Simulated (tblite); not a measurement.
# C2H4F4GaO2: the cost of one run

The runs use tblite 0.8.0 and PySCF 2.14.0, with density-fitted response routines of our own; the level of theory stands in each step. All values are computed, except where a source is named. Atoms count from 0, in the outputs and in this text.

## (1) The molecule as given

13 atoms, charge -1, multiplicity 1; geometry from: force field or distance geometry start.

Bonds of the start (Å): C0–O1 1.41, O1–Ga2 1.83, Ga2–F3 1.79, Ga2–F4 1.78, Ga2–O5 1.82, O5–C6 1.37, C6–F7 1.38, C6–F8 1.38, C0–H9 1.11, C0–H10 1.11, C0–H11 1.08, C6–H12 1.12.

## (2) Optimising the geometry with GFN2-xTB

What the job is given:

```
{"job": {"kind": "relax", "xc": "GFN2-xTB", "basis": "xTB"}, "charge": -1, "multiplicity": 1}
C      2.113900    -0.231400     0.570600
O      0.703400    -0.177800     0.667500
Ga     0.172800     0.296700    -1.015200
F      1.062000    -0.769300    -2.142100
F      0.708800     1.963800    -1.354200
O     -1.612500     0.054000    -1.301700
C     -2.373100    -0.052800    -0.169200
F     -3.015700    -1.276300    -0.156400
F     -3.369800     0.894900    -0.258600
H      2.347600    -0.598400    -0.449200
H      2.512800     0.796800     0.656300
H      2.570700    -0.919300     1.273500
H     -1.825300     0.019400     0.799800
```

The run is started by

```
> OMP_NUM_THREADS=1 python probes_run.py task.json out
```

One launch serves the whole session: the jobs run in the order shown.

**Question.** How long does this first job take on 1 thread of Intel Xeon at 2.50GHz, shared host, and how much memory does it need?

About 1.3 s, with a peak of 0.18 GiB.
